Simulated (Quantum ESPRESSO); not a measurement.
Input of a Quantum ESPRESSO 7.5 run:

The input pw.in:

```
&CONTROL
  calculation = 'scf'
  prefix = 'pwscf'
  outdir = './tmp'
  pseudo_dir = './pseudo'
  tprnfor = .true.
  tstress = .true.
  disk_io = 'nowf'
/
&SYSTEM
  ibrav = 0
  nat = 4
  ntyp = 2
  ecutwfc = 55
  ecutrho = 440
  nbnd = 30
  occupations = 'smearing'
  smearing = 'fd'
  degauss = 0.00367493
/
&ELECTRONS
  conv_thr = 8d-10
  electron_maxstep = 120
  mixing_beta = 0.5
/
ATOMIC_SPECIES
Se    78.9710 Se_pbe_v1.uspp.F.UPF
Ti    47.8670 ti_pbe_v1.4.uspp.F.UPF
CELL_PARAMETERS angstrom
   3.1974455988    0.0000000000    0.0000000000
  -1.5987227994    2.7690691158    0.0000000000
   0.0000000000    0.0000000000    7.9427450000
ATOMIC_POSITIONS crystal
Se    -0.0011540000    0.0064750000    0.0036350000
Ti     0.6486990000    0.3355620000    0.4964740000
Ti     0.3398740000    0.6827770000    0.7784920000
Ti     0.3302270000    0.6752620000    0.2237280000
K_POINTS automatic
10 10 4 0 0 0
```

Potentials or basis: SSSP 1.3 efficiency PBE.

Launch:

```sh
$ OMP_NUM_THREADS=1 mpirun -n 2 pw.x -nk 2 -in pw.in > pw.out
```

Q: What does it give for the largest force?

A: 0.499 eV/Å.

Q: What does it give for the band gap on the k mesh?

A: None (metal or under the smearing width).

Forces in eV/Å, atoms in the order of the input:
```
Se   0.000  0.122 -0.258
Ti   0.102  0.062  0.318
Ti  -0.107 -0.151 -0.463
Ti   0.006 -0.034  0.404
```
